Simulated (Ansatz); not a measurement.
# CH7BO2SSi2: molecular dynamics

The plan is to follow the molecule's vibrations and see whether its bonds hold. The start is relaxed first. Runs: 205 steps of 0.5 fs at constant energy, with velocities drawn for 400 K. SMILES of the start: CB1O[SiH2]S[SiH2]O1.

Program: Ansatz 0.2.0. Level of theory: RKS r2SCAN-D4/STO-3G. These are calculated values, not measurements.

### 1 Starting point

Bond lengths: C1–B2 1.598 Å, B2–O3 1.460 Å, O3–Si4 1.628 Å, Si4–S5 2.178 Å, S5–Si6 2.181 Å, B2–O7 1.464 Å, Si6–O7 1.750 Å, C1–H8 1.075 Å, C1–H9 1.071 Å, C1–H10 1.168 Å, Si4–H11 1.452 Å, Si4–H12 1.525 Å, Si6–H13 1.495 Å, Si6–H14 1.504 Å. Angles (14 of 24 angles, heavy atoms first): C1–B2–O3 118.7°, C1–B2–O7 122.1°, O3–B2–O7 119.2°, B2–O3–Si4 108.2°, O3–Si4–S5 111.5°, Si4–S5–Si6 92.0°, S5–Si6–O7 109.2°, B2–O7–Si6 104.4°, B2–C1–H8 108.6°, B2–C1–H9 114.5°, B2–C1–H10 107.8°, O3–Si4–H11 113.7°, O3–Si4–H12 109.8°, S5–Si4–H11 108.5°.

Coordinates:

```xyz
14

C     0.6706    0.0829    1.9247
B     0.9254    0.1962    0.3516
O     1.3080   -1.0045   -0.3855
Si   -0.0226   -1.6057   -1.1049
S    -0.8666   -0.1918   -2.5307
Si   -0.7669    1.4404   -1.0870
O     0.8256    1.4705   -0.3631
H    -0.1700   -0.5672    2.0894
H     1.5324   -0.1992    2.4942
H     0.3339    1.1331    2.3089
H     0.2028   -2.8678   -1.7863
H    -1.0938   -1.8890   -0.0569
H    -1.0681    2.7241   -1.7919
H    -1.8235    1.2487   -0.0336
```

### 2 Relaxing the start

Input file input.yaml:

```yaml
crystal:
  periodic: [false, false, false]
  atoms:
    - { symbol: C, position_ang: [0.6706, 0.0829, 1.9247] }
    - { symbol: B, position_ang: [0.9254, 0.1962, 0.3516] }
    - { symbol: O, position_ang: [1.308, -1.0045, -0.3855] }
    - { symbol: Si, position_ang: [-0.0226, -1.6057, -1.1049] }
    - { symbol: S, position_ang: [-0.8666, -0.1918, -2.5307] }
    - { symbol: Si, position_ang: [-0.7669, 1.4404, -1.087] }
    - { symbol: O, position_ang: [0.8256, 1.4705, -0.3631] }
    - { symbol: H, position_ang: [-0.17, -0.5672, 2.0894] }
    - { symbol: H, position_ang: [1.5324, -0.1992, 2.4942] }
    - { symbol: H, position_ang: [0.3339, 1.1331, 2.3089] }
    - { symbol: H, position_ang: [0.2028, -2.8678, -1.7863] }
    - { symbol: H, position_ang: [-1.0938, -1.889, -0.0569] }
    - { symbol: H, position_ang: [-1.0681, 2.7241, -1.7919] }
    - { symbol: H, position_ang: [-1.8235, 1.2487, -0.0336] }
basis:
  gaussian: { orbitals: STO-3G }
hamiltonian:
  xc: r2scan
  dispersion: d4
relax:
  f_tol: 0.02
  max_steps: 40
output:
  orbitals: {}
```

On the command line:

```bash
ansatz run input.yaml --threads 1 --pin off --max-ram 2048MiB --backend cpu --events-out ev --progress --plain --runs-dir out
```

Output (excerpt; [...] marks lines left out):

```text
Warning: RAYON_NUM_THREADS=1 ignored (pool sized by the plan → 1); use --threads N
[...]
Functional definition: r2SCAN
[...]
754 factors; integrals over basis functions are off by at most 1.6e-5 eV
[...]
mean field -32132.34731058 eV, -1180.8419835764 hartree, gradient 8.0e-5 eV, S^2 0.000000; 0 other end points of the search recorded, 0 dependent functions left out
[...]
reference -32132.34731786 eV, -1180.8419838442 hartree; 39, 39 occupied and 15, 15 virtual orbitals, 754 factors
relax step   1: F+E_penalty+E_count = -32132.46378213 eV  Δ(F+E_penalty+E_count) = +0.000e0 eV  max|allowed force component| = 4.008e0 eV/Å  Δτ_max = 0.0000 Å  (23 SCF iters, accepted)
[...]
relax step   4: F+E_penalty+E_count = -32133.61256262 eV  Δ(F+E_penalty+E_count) = -2.022e-1 eV  max|allowed force component| = 7.775e-1 eV/Å  Δτ_max = 0.1949 Å  (26 SCF iters, accepted)
[...]
relax step   7: F+E_penalty+E_count = -32133.97642111 eV  Δ(F+E_penalty+E_count) = -8.752e-2 eV  max|allowed force component| = 1.292e0 eV/Å  Δτ_max = 0.2000 Å  (26 SCF iters, accepted)
[...]
relax step  10: F+E_penalty+E_count = -32134.09729460 eV  Δ(F+E_penalty+E_count) = -1.805e-3 eV  max|allowed force component| = 1.813e-1 eV/Å  Δτ_max = 0.0620 Å  (26 SCF iters, accepted)
[...]
relax step  11: F+E_penalty+E_count = -32134.09796370 eV  Δ(F+E_penalty+E_count) = -6.691e-4 eV  max|allowed force component| = 4.238e-2 eV/Å  Δτ_max = 0.0127 Å  (27 SCF iters, accepted)
[...]
reference -32133.98726377 eV, -1180.9022507448 hartree; 39, 39 occupied and 15, 15 virtual orbitals, 754 factors
Total energy: -32134.09828887 eV, -1180.9063308418 hartree
Atom 0 at     1.121127     0.241377     2.167598 Å, force    -0.002024    -0.002138     0.004602 eV/Å
Atom 1 at     0.403380     0.089302     0.748296 Å, force    -0.003628    -0.002282    -0.000566 eV/Å
Atom 2 at     0.406353    -1.166232     0.201602 Å, force    -0.000915     0.001725     0.000872 eV/Å
Atom 3 at    -0.273151    -1.620934    -1.297913 Å, force     0.002324    -0.000308    -0.005351 eV/Å
Atom 4 at    -0.219297    -0.031420    -2.713984 Å, force    -0.001476    -0.003343     0.008294 eV/Å
Atom 5 at    -0.960603     1.355819    -1.279146 Å, force     0.002163     0.001462     0.000335 eV/Å
Atom 6 at    -0.150091     1.224294     0.219740 Å, force     0.004763     0.004991     0.002922 eV/Å
Atom 7 at     0.592416    -0.329826     2.944209 Å, force     0.000634     0.000475    -0.004717 eV/Å
Atom 8 at     2.149497    -0.144536     2.141644 Å, force     0.002241    -0.000177    -0.001302 eV/Å
Atom 9 at     1.161204     1.287396     2.495023 Å, force    -0.001211     0.000209    -0.002798 eV/Å
Atom 10 at     0.509492    -2.733488    -1.793865 Å, force     0.001038     0.000204    -0.000623 eV/Å
Atom 11 at    -1.631906    -2.072166    -1.033436 Å, force    -0.001114     0.000136     0.001272 eV/Å
Atom 12 at    -0.741766     2.704942    -1.756882 Å, force    -0.000111     0.000555    -0.001301 eV/Å
Atom 13 at    -2.379457     1.166171    -1.013987 Å, force    -0.002686    -0.001508    -0.001638 eV/Å
Dipole moment:    -0.259069    -0.061754    -0.304866 e Å
```

Run time: 78 s. Hardware: 1 thread of Intel Xeon Platinum 8488C (Sapphire Rapids), shared host; peak memory 0.23 GiB.

Relaxation path:

```tsv
step	energy from step 1 (eV)	largest force component (eV/Å)
1	0.0000	4.0085
2	-0.7002	1.3805
3	-0.9466	1.0354
4	-1.1488	0.7775
5	-1.3113	0.7217
6	-1.4251	0.9924
7	-1.5126	1.2924
8	-1.6134	0.7632
9	-1.6317	0.0926
10	-1.6335	0.1813
11	-1.6342	0.0424
12	-1.6345	0.0083
```

Step 1 is the start.

After: Bond lengths: C1–B2 1.598 Å, B2–O3 1.369 Å, O3–Si4 1.708 Å, Si4–S5 2.129 Å, S5–Si6 2.129 Å, B2–O7 1.369 Å, Si6–O7 1.709 Å, C1–H8 1.100 Å, C1–H9 1.099 Å, C1–H10 1.097 Å, Si4–H11 1.448 Å, Si4–H12 1.456 Å, Si6–H13 1.448 Å, Si6–H14 1.456 Å. Angles (14 of 24 angles, heavy atoms first): C1–B2–O3 116.2°, C1–B2–O7 116.5°, O3–B2–O7 127.4°, B2–O3–Si4 126.4°, O3–Si4–S5 112.0°, Si4–S5–Si6 91.7°, S5–Si6–O7 112.1°, B2–O7–Si6 126.5°, B2–C1–H8 111.2°, B2–C1–H9 111.5°, B2–C1–H10 111.9°, O3–Si4–H11 106.9°, O3–Si4–H12 107.1°, S5–Si4–H11 109.4°.

### 3 Dynamics

205 steps of 0.5 fs at constant energy, with velocities drawn for 400 K, from the relaxed start.

Input file input.yaml:

```yaml
crystal:
  periodic: [false, false, false]
  atoms:
    - { symbol: C, position_ang: [1.121127, 0.241377, 2.167598] }
    - { symbol: B, position_ang: [0.40338, 0.089302, 0.748296] }
    - { symbol: O, position_ang: [0.406353, -1.166232, 0.201602] }
    - { symbol: Si, position_ang: [-0.273151, -1.620934, -1.297913] }
    - { symbol: S, position_ang: [-0.219297, -0.03142, -2.713984] }
    - { symbol: Si, position_ang: [-0.960603, 1.355819, -1.279146] }
    - { symbol: O, position_ang: [-0.150091, 1.224294, 0.21974] }
    - { symbol: H, position_ang: [0.592416, -0.329826, 2.944209] }
    - { symbol: H, position_ang: [2.149497, -0.144536, 2.141644] }
    - { symbol: H, position_ang: [1.161204, 1.287396, 2.495023] }
    - { symbol: H, position_ang: [0.509492, -2.733488, -1.793865] }
    - { symbol: H, position_ang: [-1.631906, -2.072166, -1.033436] }
    - { symbol: H, position_ang: [-0.741766, 2.704942, -1.756882] }
    - { symbol: H, position_ang: [-2.379457, 1.166171, -1.013987] }
basis:
  gaussian: { orbitals: STO-3G }
hamiltonian:
  xc: r2scan
  dispersion: d4
md:
  timestep: 0.5
  n_steps: 205
  ensemble: nve
  temperature: 400.0
  initial_velocities: maxwell_boltzmann
  seed: 519488
```

On the command line:

```bash
ansatz run input.yaml --threads 1 --pin off --max-ram 2048MiB --backend cpu --events-out ev --progress --plain --runs-dir out
```

Output (excerpt; [...] marks lines left out):

```text
Warning: RAYON_NUM_THREADS=1 ignored (pool sized by the plan → 1); use --threads N
[...]
[... 1 set-up line as earlier in the session ...]
[...]
750 factors; integrals over basis functions are off by at most 1.6e-5 eV
[...]
mean field -32133.98726327 eV, -1180.9022507264 hartree, gradient 3.5e-5 eV, S^2 0.000000; 0 other end points of the search recorded, 0 dependent functions left out
[...]
reference -32133.98727133 eV, -1180.9022510225 hartree; 39, 39 occupied and 15, 15 virtual orbitals, 750 factors
md step     0: t =     0.00 fs  T =   400.0 K  F+E_penalty+E_count = -32134.09828836 eV  E_kin = 0.620448 eV  conserved = -32133.47784037 eV  (24 SCF iters)
[...]
md step    25: t =    12.50 fs  T =   193.0 K  F+E_penalty+E_count = -32133.77611099 eV  E_kin = 0.299312 eV  conserved = -32133.47679926 eV  (27 SCF iters)
[...]
md step    50: t =    25.00 fs  T =   238.1 K  F+E_penalty+E_count = -32133.84625757 eV  E_kin = 0.369291 eV  conserved = -32133.47696655 eV  (27 SCF iters)
[...]
md step    75: t =    37.50 fs  T =   228.2 K  F+E_penalty+E_count = -32133.83092099 eV  E_kin = 0.354024 eV  conserved = -32133.47689740 eV  (27 SCF iters)
[...]
md step   100: t =    50.00 fs  T =   154.3 K  F+E_penalty+E_count = -32133.71548380 eV  E_kin = 0.239281 eV  conserved = -32133.47620298 eV  (28 SCF iters)
md step   101: t =    50.50 fs  T =   153.5 K  F+E_penalty+E_count = -32133.71439400 eV  E_kin = 0.238117 eV  conserved = -32133.47627680 eV  (28 SCF iters)
```

### 4 The output, continued: dynamics from the start

Output, continued (excerpt; [...] marks lines left out):

```text
md step   102: t =    51.00 fs  T =   155.2 K  F+E_penalty+E_count = -32133.71708347 eV  E_kin = 0.240657 eV  conserved = -32133.47642660 eV  (28 SCF iters)
[...]
md step   128: t =    64.00 fs  T =   273.7 K  F+E_penalty+E_count = -32133.90133241 eV  E_kin = 0.424614 eV  conserved = -32133.47671890 eV  (27 SCF iters)
[...]
md step   154: t =    77.00 fs  T =   251.7 K  F+E_penalty+E_count = -32133.86763447 eV  E_kin = 0.390411 eV  conserved = -32133.47722318 eV  (27 SCF iters)
[...]
md step   180: t =    90.00 fs  T =   154.7 K  F+E_penalty+E_count = -32133.71668799 eV  E_kin = 0.239960 eV  conserved = -32133.47672766 eV  (27 SCF iters)
[...]
md step   204: t =   102.00 fs  T =   253.7 K  F+E_penalty+E_count = -32133.87014898 eV  E_kin = 0.393574 eV  conserved = -32133.47657517 eV  (27 SCF iters)
[...]
Atom 4 at    -0.089724     0.033852    -2.653625 Å, force     0.263651    -0.400908    -0.594552 eV/Å
Atom 5 at    -1.016364     1.299527    -1.272885 Å, force    -0.043374     1.408777    -0.163973 eV/Å
Atom 6 at    -0.267051     1.155615     0.248463 Å, force    -0.417145     0.414204    -0.063566 eV/Å
Atom 7 at     0.846576     1.166900     2.606911 Å, force     0.440121    -0.758390    -0.257828 eV/Å
Atom 8 at     1.308959    -0.569770     2.600392 Å, force     0.097590    -0.668308     0.870201 eV/Å
Atom 9 at     2.318474     0.592847     1.783501 Å, force    -0.137730     0.001287    -0.321348 eV/Å
Atom 10 at     0.425953    -2.750357    -1.766159 Å, force     0.067658     0.273370    -0.110218 eV/Å
Atom 11 at    -1.670605    -2.081207    -1.179429 Å, force    -0.423700     0.259996     0.138067 eV/Å
Atom 12 at    -0.885617     2.720687    -1.674296 Å, force    -0.041551    -0.801428     0.222183 eV/Å
Atom 13 at    -2.414257     0.973964    -1.160709 Å, force    -0.402019    -0.023358     0.230801 eV/Å
Dipole moment:    -0.293952     0.030557    -0.255174 e Å
```

Wall time 19 min (1 thread of Intel Xeon Platinum 8488C (Sapphire Rapids), shared host); peak memory 0.16 GiB.

### 5 What the atoms did

The trajectory, every 11 steps (energies from step 0):

```tsv
time (fs)	T (K)	potential energy change (meV/atom)	total energy change (meV/atom)
0.0	400	0.0	0.00
5.5	203	21.9	0.08
11.0	145	28.4	0.12
16.5	197	22.6	0.15
22.0	249	16.9	0.13
27.5	171	25.4	0.12
33.0	238	18.0	0.05
38.5	231	18.8	0.05
44.0	258	15.8	0.05
49.5	158	26.9	0.12
55.0	159	26.9	0.14
60.5	254	16.3	0.13
66.0	225	19.5	0.09
71.5	118	31.4	0.09
77.0	252	16.5	0.04
82.5	256	16.0	0.08
88.0	164	26.3	0.11
93.5	129	30.1	0.15
99.0	268	14.7	0.09
102.5	242	17.6	0.10
```

time (fs), T (K) and a bar:
```
      0.0        400 ##############################
      4.5        222 ###########
      9.0        123 #
     13.5        214 ##########
     18.0        242 #############
     22.5        244 #############
     26.5        196 ########
     31.0        190 ########
     35.5        207 #########
     40.0        199 #########
     44.5        261 ###############
     49.0        165 #####
     53.5        152 ####
     58.0        257 ###############
     62.5        286 ##################
     67.0        197 ########
     71.5        118 
     76.0        216 ##########
     80.0        257 ###############
     84.5        222 ###########
     89.0        156 ####
     93.5        129 #
     98.0        257 ###############
    102.5        242 #############
```

### 6 Positions and forces

Positions (Å) and forces (eV/Å):

```xyz
14
time_fs=14.5 T=214 dE=0.2898
C     1.185    0.243    2.174   -0.390   -0.103   -0.215
B     0.431    0.125    0.731    0.306   -1.683    0.426
O     0.373   -1.165    0.192    0.726    1.006    0.414
Si   -0.292   -1.641   -1.308   -0.675    0.017    0.089
S    -0.162   -0.028   -2.719   -0.680    0.012    0.868
Si   -1.011    1.345   -1.277    0.784    0.808   -0.285
O    -0.172    1.247    0.261   -0.780    0.358   -1.069
H     0.528   -0.165    2.967    0.102    0.077   -0.200
H     2.119   -0.340    2.232   -0.142    0.118   -0.186
H     1.408    1.282    2.464   -0.022   -0.141   -0.199
H     0.359   -2.784   -1.947    0.128    0.228    0.503
H    -1.631   -2.081   -0.848    0.300    0.238   -0.699
H    -0.708    2.709   -1.792   -0.292   -0.805    0.417
H    -2.477    1.232   -1.108    0.634   -0.129    0.138
14
time_fs=29.5 T=163 dE=0.3699
C     1.202    0.231    2.113    0.769   -0.095   -0.180
B     0.425    0.096    0.747   -1.358    1.752   -0.846
O     0.398   -1.129    0.190   -0.755   -1.178   -0.654
Si   -0.325   -1.631   -1.312    0.375   -0.127    0.524
S    -0.138   -0.024   -2.680    0.209    0.297   -0.442
Si   -0.995    1.333   -1.272   -0.968    0.524   -0.146
O    -0.229    1.241    0.234    1.197   -1.016    1.086
H     0.550    0.048    2.966   -0.261   -0.032    0.353
H     2.028   -0.506    2.167   -0.304    0.341    0.044
H     1.622    1.236    2.221    0.098    0.083    0.177
H     0.542   -2.792   -1.557   -0.573    0.305   -0.449
H    -1.776   -1.983   -1.336    0.862   -0.054    0.669
H    -0.879    2.748   -1.741   -0.056   -1.057    0.245
H    -2.427    1.007   -0.983    0.765    0.258   -0.379
14
time_fs=44.0 T=258 dE=0.2207
C     1.226    0.258    2.054   -0.669   -0.107    0.500
B     0.343    0.096    0.718    1.387   -0.051    0.891
O     0.362   -1.149    0.165    0.441   -0.013    0.843
Si   -0.318   -1.607   -1.288   -0.989   -1.181   -0.947
S    -0.110   -0.004   -2.661    0.056   -0.145   -0.485
Si   -0.989    1.305   -1.270   -1.404    0.344   -0.153
O    -0.231    1.222    0.248   -0.369    0.649   -0.289
H     0.575    0.254    2.959    0.359    0.001   -0.398
H     1.879   -0.609    2.127    0.303   -0.307    0.250
H     1.859    1.158    2.128   -0.319   -0.065   -0.318
H     0.356   -2.763   -1.883    0.059    0.312    0.406
H    -1.693   -2.060   -0.946    0.505    0.416   -0.393
H    -0.960    2.682   -1.735    0.129   -0.149    0.103
H    -2.398    0.897   -1.070    0.510    0.294   -0.010
14
time_fs=58.5 T=259 dE=0.2199
C     1.240    0.239    2.046    0.999    0.605    0.009
B     0.381    0.111    0.740   -0.424   -2.035   -0.689
O     0.363   -1.184    0.210    0.008    0.813   -0.103
Si   -0.333   -1.614   -1.306    0.102    0.385    0.418
S    -0.081    0.009   -2.670   -0.305   -0.227    0.039
Si   -1.030    1.297   -1.275    0.316   -0.409    0.516
O    -0.239    1.232    0.263   -0.264   -0.114   -0.392
H     0.668    0.549    2.914   -0.321   -0.042    0.478
H     1.886   -0.624    2.310   -0.570    0.314   -0.260
H     1.898    1.089    1.820    0.427    0.073    0.415
H     0.375   -2.758   -1.845   -0.113   -0.091    0.172
H    -1.727   -1.908   -0.968    0.124   -0.123   -0.398
H    -0.863    2.631   -1.709    0.014    0.920   -0.304
H    -2.448    1.018   -1.111    0.007   -0.069    0.099
14
time_fs=73.0 T=108 dE=0.4542
C     1.303    0.318    2.064   -1.349   -0.548    0.213
B     0.394    0.051    0.738   -0.011    2.441   -0.020
O     0.357   -1.204    0.219   -0.607   -0.270   -0.176
Si   -0.341   -1.609   -1.314    0.711    0.285    0.075
S    -0.066    0.010   -2.677   -0.140    0.185    0.254
Si   -1.054    1.318   -1.267    1.187   -1.318    0.122
O    -0.260    1.192    0.248    0.449   -0.931    0.341
H     0.673    0.696    2.904    0.373    0.189   -0.624
H     1.608   -0.665    2.400    0.669   -0.535    0.299
H     2.198    0.955    1.978   -0.342   -0.034   -0.297
H     0.335   -2.850   -1.543    0.334   -0.237   -0.619
H    -1.739   -1.911   -1.421   -0.640   -0.101    0.768
H    -0.904    2.642   -1.717    0.106    1.102   -0.327
H    -2.438    1.045   -1.056   -0.740   -0.228   -0.010
14
time_fs=88.0 T=164 dE=0.3681
C     1.280    0.302    2.064    0.725   -0.593   -0.637
B     0.424    0.080    0.722   -0.588   -1.003    0.623
O     0.305   -1.186    0.230    0.931   -0.704   -0.413
Si   -0.329   -1.611   -1.312    0.692    1.113    0.264
S    -0.066    0.021   -2.670   -0.531    0.090    0.236
Si   -1.039    1.316   -1.269    1.144   -0.005   -0.140
O    -0.273    1.128    0.234   -0.016    1.222    0.040
H     0.805    0.997    2.737   -0.510    0.474    0.558
H     1.588   -0.604    2.649   -0.392    0.631   -0.773
H     2.192    0.812    1.719    0.307   -0.093    0.334
H     0.363   -2.686   -1.971    0.111   -0.483    0.358
H    -1.656   -1.925   -0.895   -0.916   -0.399   -0.475
H    -0.957    2.719   -1.624    0.073   -0.052   -0.087
H    -2.397    0.955   -1.101   -1.028   -0.199    0.110
14
time_fs=102.5 T=242 dE=0.2459
C     1.275    0.324    2.005   -0.470    1.098    0.582
B     0.357    0.068    0.752    0.622   -1.519   -1.174
O     0.339   -1.243    0.211    0.117    1.833    1.445
Si   -0.318   -1.590   -1.299    0.327   -1.117   -0.803
S    -0.090    0.034   -2.654    0.264   -0.401   -0.595
Si   -1.016    1.300   -1.273   -0.043    1.409   -0.164
O    -0.267    1.156    0.248   -0.417    0.414   -0.064
H     0.847    1.167    2.607    0.440   -0.758   -0.258
H     1.309   -0.570    2.600    0.098   -0.668    0.870
H     2.318    0.593    1.784   -0.138    0.001   -0.321
H     0.426   -2.750   -1.766    0.068    0.273   -0.110
H    -1.671   -2.081   -1.179   -0.424    0.260    0.138
H    -0.886    2.721   -1.674   -0.042   -0.801    0.222
H    -2.414    0.974   -1.161   -0.402   -0.023    0.231
```

### 7 Summary of results

| quantity | value |
| --- | --- |
| relaxation of the start | 11 moves, 1.634 eV lower |
| length | 205 steps of 0.5 fs |
| temperature, first and last step | 400 and 242 K |
| temperature, second half | mean 206 K, from 108 to 287 K |
| potential energy, second half | +22 meV/atom from the start |
| largest change of the total energy | 0.15 meV/atom |
| bonds formed or broken | 0 |

The temperature starts at 400 K and averages 206 K in the second half, where it ranges from 108 to 287 K. About half is expected from a start at a minimum: kinetic energy passes into potential energy until both shares match. The total energy strays from its start by at most 0.15 meV/atom, 0.6 % of the mean kinetic energy, which is good for a step of 0.5 fs. No bond forms or breaks. A run of 102 fs with 14 atoms shows the motion but fixes no equilibrium value. The nuclei move classically, without zero-point motion, which matters most for hydrogen. The basis is very small, so the numbers are rough.
